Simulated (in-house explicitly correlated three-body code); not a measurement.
# Two electrons around a charge of +7 under Yukawa screening of 0.525 per bohr: exact states

One table from this session's results is given with a row withheld; the runs are named, their logs left out.

Method: two electrons, non-relativistic, variational in exponentially correlated functions. Code: in-house explicitly correlated three-body code version 1.

## The system

```
charge of the centre : +7
mass of the centre   : infinite
interactions         : Yukawa, exp(−0.525 r)/r, between all pairs
basis                : 260 functions exp(−a r1 − b r2 − g r12) a state, exponent ranges optimised
units                : hartree and bohr; relativity and QED are left out
```

Set-up of the first run:

Settings:

```ini
Z = 7.0
screening = 0.525
interaction_strength = 1.0
functions = 260
states_tried = 13
```

Launch:

```sh
$ python run_hyl.py task.json out
```

Among the steps run: The variational calculation.

One of the session's tables, all rows but one given; the rest of the session is left out.

It belongs to the step «The bound states». 

| state | binding (eV) | excitation (eV) | ⟨r12⟩ (bohr) |
| --- | --- | --- | --- |
| 1 ¹S | 470.946 | 0 | 0.3367 |
| 2 ³S | 64.3117 | 406.634 | 1.020 |
| 2 ¹S | ? | ? | ? |
| 2 ³P | 55.8276 | 415.118 | 0.9150 |
| 2 ¹P | 52.1162 | 418.829 | 0.9288 |
| 3 ³S | 7.04387 | 463.902 | 2.834 |
| 3 ¹S | 6.12899 | 464.817 | 2.979 |
| 3 ³P | 4.56794 | 466.378 | 2.908 |
| 3 ¹P | 4.01293 | 466.933 | 3.031 |

Estimate the missing values for 2 ¹S.

As computed: binding (eV): 58.4827; excitation (eV): 412.463; ⟨r12⟩ (bohr): 1.063. In the column «binding (eV)» it lies between 2 ³P (55.8276) and 2 ³S (64.3117).
